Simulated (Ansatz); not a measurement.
**F₂H₄SiSn: up Jacob's ladder to CCSD(T)**

An exercise on one series of results from a longer session: the logs are not shown, and one member is left open.

The runs use Ansatz 0.2.0, Gaussian basis; functionals in def2-TZVPP, the program's frozen cores in correlated methods.

The runs, in order: LDA (SPW92), PBE-D4, revPBE-D4, BLYP-D4, r2SCAN-D4, B97M-V, PBE0-D4, B3LYP-D4, r2SCANh-D4, r2SCAN0-D4, HSE06-D4, BHLYP-D4, CAM-B3LYP-D4, LC-ωPBE, ωB97X-V, ωB97M-V, B2PLYP, PBE-QIDH; CCSD(T)/def2-SVP; CCSD(T)/def2-TZVPP; MP2/def2-QZVPP; extrapolation to the limit; RPA on PBE.

**Structure used throughout**

An earlier PBE0-D4 in a triple-zeta def2 set relaxation fixed the geometry. Sn takes the def2 core potential; no spin-orbit term is included.

SMILES `[F][SnH]([F])[SiH3]`, 8 atoms, charge 0, spin multiplicity 1.

Atoms are counted from 1 here; the program's logs count them from 0.

Bond lengths: F1–Sn2 1.919 Å, Sn2–F3 1.919 Å, Sn2–Si4 2.563 Å, Sn2–H5 1.703 Å, Si4–H6 1.483 Å, Si4–H7 1.481 Å, Si4–H8 1.483 Å. Angles: F1–Sn2–F3 102.5°, F1–Sn2–Si4 107.2°, F1–Sn2–H5 105.1°, F3–Sn2–Si4 107.1°, F3–Sn2–H5 105.1°, Si4–Sn2–H5 127.3°, Sn2–Si4–H6 108.2°, Sn2–Si4–H7 107.6°, Sn2–Si4–H8 108.1°, H6–Si4–H7 111.2°, H6–Si4–H8 110.4°, H7–Si4–H8 111.2°.

Set-up of the first run:

in.yaml

```yaml
crystal:
  periodic: [false, false, false]
  atoms:
    - {symbol: F, position_ang: [1.543125, -1.599172, 1.156654]}
    - {symbol: Sn, position_ang: [1.193834, -0.045221, 0.086245]}
    - {symbol: F, position_ang: [1.792276, -0.595239, -1.652175]}
    - {symbol: Si, position_ang: [-1.351164, 0.229098, -0.044589]}
    - {symbol: H, position_ang: [2.330836, 1.113217, 0.601281]}
    - {symbol: H, position_ang: [-1.854898, 0.539350, 1.315376]}
    - {symbol: H, position_ang: [-1.914048, -1.045854, -0.545443]}
    - {symbol: H, position_ang: [-1.647860, 1.346822, -0.973149]}
basis:
  gaussian: {orbitals: def2-TZVPP}
hamiltonian: {xc: lda}
output: {orbitals: {seedname: orbitals}}
```

Steps of the session up to this table: LDA; PBE-D4 (GGA); revPBE-D4 (GGA); BLYP-D4 (GGA); r2SCAN-D4 (meta-GGA); B97M-V (meta-GGA); PBE0-D4 (hybrid); B3LYP-D4 (hybrid); r2SCANh-D4 (hybrid); r2SCAN0-D4 (hybrid); HSE06-D4 (hybrid); BHLYP-D4 (hybrid); CAM-B3LYP-D4 (range-separated); LC-ωPBE-D4 (range-separated; the results give it without D4); ωB97X-V (range-separated); ωB97M-V (range-separated); B2PLYP (double hybrid); PBE-QIDH (double hybrid).

One table of the session follows, with a row left open; its other results are not shown here.

It belongs to the step «Frontier levels by functional». 

| functional | HOMO (eV) | gap (eV) |
| --- | --- | --- |
| LDA (SPW92) | -7.60 | 5.35 |
| PBE-D4 | -7.47 | 5.49 |
| revPBE-D4 | -7.41 | 5.54 |
| BLYP-D4 | -7.35 | 5.42 |
| r2SCAN-D4 | ? | ? |
| B97M-V | -7.90 | 6.13 |
| PBE0-D4 | -8.73 | 7.66 |
| B3LYP-D4 | -8.52 | 7.16 |
| r2SCANh-D4 | -8.25 | 6.92 |
| r2SCAN0-D4 | -8.93 | 8.00 |
| HSE06-D4 | -8.33 | 6.90 |
| BHLYP-D4 | -9.84 | 9.54 |
| CAM-B3LYP-D4 | -10.00 | 9.87 |
| LC-ωPBE | -11.26 | 12.26 |
| ωB97X-V | -10.94 | 11.82 |
| ωB97M-V | -10.76 | 11.35 |

**Question.** Estimate the row for r2SCAN-D4.

Worked estimate for «HOMO (eV)». Against the share of exact exchange, r2SCANh-D4 (0.1, -8.25), r2SCAN0-D4 (0.25, -8.93) give a slope of -4.53 per unit share; at 0 the line stands at -7.80.

The run gave: HOMO (eV): -7.79; gap (eV): 6.14. In «HOMO (eV)» the line misses by -0.01.
